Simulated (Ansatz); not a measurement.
**BCl₂F (SMILES FB(Cl)Cl): functionals against CCSD(T) at one geometry**

The atoms stand at a structure displaced at random from a GFN2-xTB minimum. How far do the functionals agree with CCSD(T) there?

The runs use Ansatz 0.2.0, Gaussian basis; single points in def2-TZVPP.

Correlated methods freeze the cores.

### Step 1. Starting geometry

SMILES `FB(Cl)Cl`, 4 atoms, charge 0, spin multiplicity 1.

Atoms are counted from 1 here; the program's logs count them from 0.

Bond lengths: F1–B2 1.201 Å, B2–Cl3 1.741 Å, B2–Cl4 1.932 Å. Angles: F1–B2–Cl3 130.3°, F1–B2–Cl4 110.3°, Cl3–B2–Cl4 119.3°.

Geometry (Å):

```xyz
4
BCl2F
F     0.1181   -1.0778   -0.8279
B    -0.0917   -0.1625   -0.0789
Cl   -1.5824    0.3959    0.6267
Cl    1.5285    0.8492    0.2117
```

### Step 2. CCSD(T)/def2-TZVPP

Input file run/in.yaml:

```yaml
crystal:
  periodic: [false, false, false]
  atoms:
    - {symbol: F, position_ang: [0.118100, -1.077800, -0.827900]}
    - {symbol: B, position_ang: [-0.091700, -0.162500, -0.078900]}
    - {symbol: Cl, position_ang: [-1.582400, 0.395900, 0.626700]}
    - {symbol: Cl, position_ang: [1.528500, 0.849200, 0.211700]}
basis:
  gaussian: {orbitals: def2-TZVPP}
correlation: {method: ccsd_t}
output: {forces: true}
```

No record of the launch command was kept for these runs.

### Step 3. PBE0-D4/def2-TZVPP

run/in.yaml: that of step 2 with these lines changed.

```diff
@@ -9,3 +9,3 @@
   gaussian: {orbitals: def2-TZVPP}
-correlation: {method: ccsd_t}
-output: {forces: true}
+hamiltonian: {xc: pbe0, dispersion: d4}
+output: {forces: true, orbitals: {seedname: orbitals}}
```

### Step 4. wB97M-V/def2-TZVPP

run/in.yaml: that of step 3 with these lines changed.

```diff
@@ -9,3 +9,3 @@
   gaussian: {orbitals: def2-TZVPP}
-hamiltonian: {xc: pbe0, dispersion: d4}
-output: {forces: true, orbitals: {seedname: orbitals}}
+hamiltonian: {xc: {name: wB97M-V}}
+output: {forces: true}
```

### Step 5. r2SCAN-D4/def2-TZVPP

run/in.yaml: that of step 4 with these lines changed.

```diff
@@ -9,3 +9,3 @@
   gaussian: {orbitals: def2-TZVPP}
-hamiltonian: {xc: {name: wB97M-V}}
+hamiltonian: {xc: r2scan, dispersion: d4}
 output: {forces: true}
```

### Step 6. PBE-D4/def2-TZVPP

run/in.yaml: that of step 5 with these lines changed.

```diff
@@ -9,3 +9,3 @@
   gaussian: {orbitals: def2-TZVPP}
-hamiltonian: {xc: r2scan, dispersion: d4}
+hamiltonian: {xc: pbe, dispersion: d4}
 output: {forces: true}
```

### Step 7. SPW92/def2-TZVPP

run/in.yaml: that of step 6 with these lines changed.

```diff
@@ -9,3 +9,3 @@
   gaussian: {orbitals: def2-TZVPP}
-hamiltonian: {xc: pbe, dispersion: d4}
+hamiltonian: {xc: lda}
 output: {forces: true}
```

### Step 8. CAM-B3LYP-D4/def2-TZVPP

run/in.yaml: that of step 7 with these lines changed.

```diff
@@ -9,3 +9,3 @@
   gaussian: {orbitals: def2-TZVPP}
-hamiltonian: {xc: lda}
+hamiltonian: {xc: {name: CAM-B3LYP}, dispersion: d4}
 output: {forces: true}
```

(Steps that only read results are left out.)

Before running it: what results should come out? Wanted: energy less free atoms, CCSD(T)/def2-TZVPP; RMS force component; RMS force error; HOMO and LUMO, PBE0-D4; T1 diagnostic.

The runs gave:

```
                                  quantity                                                                                              value
energy less free atoms, CCSD(T)/def2-TZVPP                                                                                    -344.5 kcal/mol
                       RMS force component                                                               2.929 to 3.141 eV/Å over the methods
                           RMS force error  PBE0-D4 0.161, wB97M-V 0.084, r2SCAN-D4 0.116, PBE-D4 0.163, SPW92 0.217, CAM-B3LYP-D4 0.189 eV/Å
                    HOMO and LUMO, PBE0-D4                                                                                 -8.99 and -0.97 eV
                             T1 diagnostic                                                                                              0.011
```

In words: Against CCSD(T) the functionals' energies less atoms differ by -77.3 to -11.1 kcal/mol, PBE-D4 by -26.5 kcal/mol. CCSD(T) in triple zeta still lacks some correlation energy of the bonds, so part of these gaps is its own basis error and they don't rank the functionals. On forces the order runs from wB97M-V to SPW92. Frozen-core CCSD(T) forces in triple zeta carry basis errors of their own, and this is one geometry, so small gaps rank nothing.
